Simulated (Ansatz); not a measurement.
# AlGaH₄: a ladder of functionals and wavefunction methods

Aim: compute AlGaH₄ with functionals from several rungs and with coupled cluster, and see how far each lands from CCSD(T) at the basis-set limit for the atomisation energy.

Program: Ansatz 0.2.0, Gaussian basis. Level of theory: functionals in def2-TZVPP, the program's frozen cores in correlated methods. These are calculated values, not measurements.

Levels to be run: LDA (SPW92), PBE-D4, revPBE-D4, BLYP-D4, r2SCAN-D4, B97M-V, PBE0-D4, B3LYP-D4, r2SCANh-D4, r2SCAN0-D4, HSE06-D4, BHLYP-D4, CAM-B3LYP-D4, LC-ωPBE, ωB97X-V, ωB97M-V, B2PLYP, PBE-QIDH; CCSD(T)/def2-SVP; CCSD(T)/def2-TZVPP; MP2/def2-QZVPP; extrapolation to the limit; RPA on PBE.

**1. The relaxed structure**

The geometry comes from an earlier relaxation with PBE0-D4 in a triple-zeta def2 set; it is a stationary point.

6 atoms, charge 0, spin multiplicity 1.

Atoms are counted from 1 here; the program's logs count them from 0.

Bond lengths: Al1–Ga2 2.446 Å, Al1–H3 1.582 Å, Al1–H4 1.582 Å, Al1–H5 1.713 Å, Ga2–H6 1.592 Å. Angles: Ga2–Al1–H3 114.1°, Ga2–Al1–H4 113.7°, Ga2–Al1–H5 54.3°, H3–Al1–H4 128.1°, H3–Al1–H5 111.8°, H4–Al1–H5 111.6°, Al1–Ga2–H6 143.5°.

As a file:

```
Al   -0.0371   -1.0367   -0.0220
Ga   -0.4337    1.3268   -0.5104
H    -1.1396   -1.7000    0.8983
H     0.9283   -1.7458   -1.0555
H     0.7279    0.2860    0.7526
H    -0.0037    2.8057   -0.1092
```

**2. LDA**

This LDA is Slater exchange with PW92 correlation.

Input file in.yaml:

```yaml
crystal:
  periodic: [false, false, false]
  atoms:
    - {symbol: Al, position_ang: [-0.037113, -1.036675, -0.021971]}
    - {symbol: Ga, position_ang: [-0.433748, 1.326780, -0.510416]}
    - {symbol: H, position_ang: [-1.139585, -1.699990, 0.898294]}
    - {symbol: H, position_ang: [0.928338, -1.745837, -1.055476]}
    - {symbol: H, position_ang: [0.727897, 0.286031, 0.752576]}
    - {symbol: H, position_ang: [-0.003689, 2.805693, -0.109206]}
basis:
  gaussian: {orbitals: def2-TZVPP}
hamiltonian: {xc: lda}
output: {orbitals: {seedname: orbitals}}
```

Command:

```
> ansatz run in.yaml --threads 2 --pin off --events-out ev --progress --plain --max-ram 4352MiB
```

The runs that follow: PBE-D4 (GGA); revPBE-D4 (GGA); BLYP-D4 (GGA); r2SCAN-D4 (meta-GGA); B97M-V (meta-GGA); B3LYP-D4 (hybrid); r2SCANh-D4 (hybrid); r2SCAN0-D4 (hybrid); HSE06-D4 (hybrid); BHLYP-D4 (hybrid); CAM-B3LYP-D4 (range-separated); LC-ωPBE (range-separated); ωB97X-V (range-separated); ωB97M-V (range-separated); B2PLYP (double hybrid); PBE-QIDH (double hybrid); CCSD(T) in def2-SVP; CCSD(T) in def2-TZVPP; MP2 in def2-QZVPP; RPA on PBE orbitals.

**Question.** What will the summary of the whole plan be? Wanted: atomisation energy, CCSD(T)/CBS; farthest beyond LDA; mean size of error, GGA; mean size of error, meta-GGA; mean size of error, hybrid; mean size of error, range-separated; mean size of error, double hybrid; gap, smallest and largest; T1 diagnostic.

As calculated:

```
                               quantity                                                     value
        atomisation energy, CCSD(T)/CBS                                            305.1 kcal/mol
functionals within 3.1 kcal/mol (1.0 %)  r2SCAN-D4, r2SCANh-D4, r2SCAN0-D4, CAM-B3LYP-D4, ωB97X-V
                    farthest beyond LDA                                revPBE-D4 (-12.4 kcal/mol)
                mean size of error, GGA                                              9.8 kcal/mol
           mean size of error, meta-GGA                                              5.2 kcal/mol
             mean size of error, hybrid                                              5.4 kcal/mol
    mean size of error, range-separated                                              3.5 kcal/mol
      mean size of error, double hybrid                                              8.5 kcal/mol
              gap, smallest and largest                  2.65 eV (LDA (SPW92)), 8.88 eV (LC-ωPBE)
                          T1 diagnostic                                                    0.0143
triples share of the correlation energy                                                     3.5 %
```

What this shows: LDA overbinds by 28.9 kcal/mol (9 %). PBE-D4 misses by -8.8 kcal/mol. Double hybrids carry the basis error of their MP2 part in triple zeta, and no dispersion term here, so their miss is partly the set-up's. By mean error the best rung here is range-separated (3.5 kcal/mol) and the worst beyond LDA is GGA (9.8 kcal/mol). The reference freezes the cores and leaves out relativity and excitations past (T), and its outer-core shells are covered unevenly, so misses under about 3.1 kcal/mol can't be ranked. Hartree-Fock recovers 73 % of the binding; the rest is correlation. CCSD(T) in def2-SVP is off by -19.7 kcal/mol, so the small basis spoils what the method gains. The gap grows from 2.7 to 8.9 eV across the functionals, mostly with the share of exact exchange. Correlated methods include outer-core shells of Ga, which these sets cover unevenly.
